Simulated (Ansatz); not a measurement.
# ClGeH₆NSi₂: small, medium and large basis sets

Aim: see how fast density functionals converge with the basis set for ClGeH₆NSi₂.

Computed with Ansatz 0.2.0, Gaussian basis. Level: one geometry, several basis sets.

The runs, in order: PBE0-D4/def2-SVP; ωB97M-V/def2-SVP; PBE0-D4/def2-QZVPP; ωB97M-V/def2-QZVPP; the functionals' def2-TZVPP values are taken from earlier runs.

## Step 1: The relaxed structure

An earlier PBE0-D4 in a triple-zeta def2 set relaxation fixed the geometry.

SMILES `[SiH3][N]([SiH3])[Ge][Cl]`, 11 atoms, charge 0, spin multiplicity 1.

Atoms are counted from 1 here; the program's logs count them from 0.

Bond lengths: Si1–N2 1.745 Å, Si1–H6 1.485 Å, Si1–H7 1.485 Å, Si1–H8 1.490 Å, N2–Si3 1.754 Å, N2–Ge4 1.845 Å, Si3–H9 1.491 Å, Si3–H10 1.482 Å, Si3–H11 1.481 Å, Ge4–Cl5 2.212 Å. Angles: N2–Si1–H6 111.3°, N2–Si1–H7 111.3°, N2–Si1–H8 106.8°, H6–Si1–H7 108.7°, H6–Si1–H8 109.3°, H7–Si1–H8 109.3°, Si1–N2–Si3 118.0°, Si1–N2–Ge4 116.8°, Si3–N2–Ge4 125.2°, N2–Si3–H9 105.5°, N2–Si3–H10 111.7°, N2–Si3–H11 111.7°, H9–Si3–H10 108.6°, H9–Si3–H11 108.6°, H10–Si3–H11 110.5°, N2–Ge4–Cl5 97.6°.

## Step 2: PBE0-D4 in def2-SVP

in.yaml reads:

```yaml
crystal:
  periodic: [false, false, false]
  atoms:
    - {symbol: Si, position_ang: [0.881863, 1.470943, -0.169038]}
    - {symbol: N, position_ang: [0.009890, -0.012926, -0.455106]}
    - {symbol: Si, position_ang: [-0.556969, -0.915743, 0.938264]}
    - {symbol: Ge, position_ang: [-0.237698, -0.507336, -2.215658]}
    - {symbol: Cl, position_ang: [-1.345112, -2.385604, -1.840530]}
    - {symbol: H, position_ang: [0.043935, 2.457167, 0.559953]}
    - {symbol: H, position_ang: [2.120132, 1.225386, 0.613766]}
    - {symbol: H, position_ang: [1.243995, 2.022794, -1.504309]}
    - {symbol: H, position_ang: [-0.131150, -0.123690, 2.127535]}
    - {symbol: H, position_ang: [0.070251, -2.255982, 1.013963]}
    - {symbol: H, position_ang: [-2.033837, -1.032009, 0.951858]}
basis:
  gaussian: {orbitals: def2-SVP}
hamiltonian: {xc: pbe0, dispersion: d4}
output: {orbitals: {seedname: orbitals}}
```

Launch:

```bash
ansatz run in.yaml --threads 4 --pin off --events-out ev --progress --plain --max-ram 11315MiB
```

Further steps of the session: ωB97M-V in def2-SVP; PBE0-D4 in def2-QZVPP; ωB97M-V in def2-QZVPP.

**Question.** What will the summary of the whole plan be? Wanted: PBE0-D4: double and triple zeta above quadruple; ωB97M-V: double and triple zeta above quadruple.

As calculated:

```
                                       quantity           value
PBE0-D4: double and triple zeta above quadruple  21.12, 2.23 eV
ωB97M-V: double and triple zeta above quadruple  21.05, 2.13 eV
```

In words: For PBE0-D4 the step from double to triple zeta gains 18.89 eV and the next only 2.23 eV. These are total energies; as a rule much of such shifts cancels in differences, which this series doesn't test.
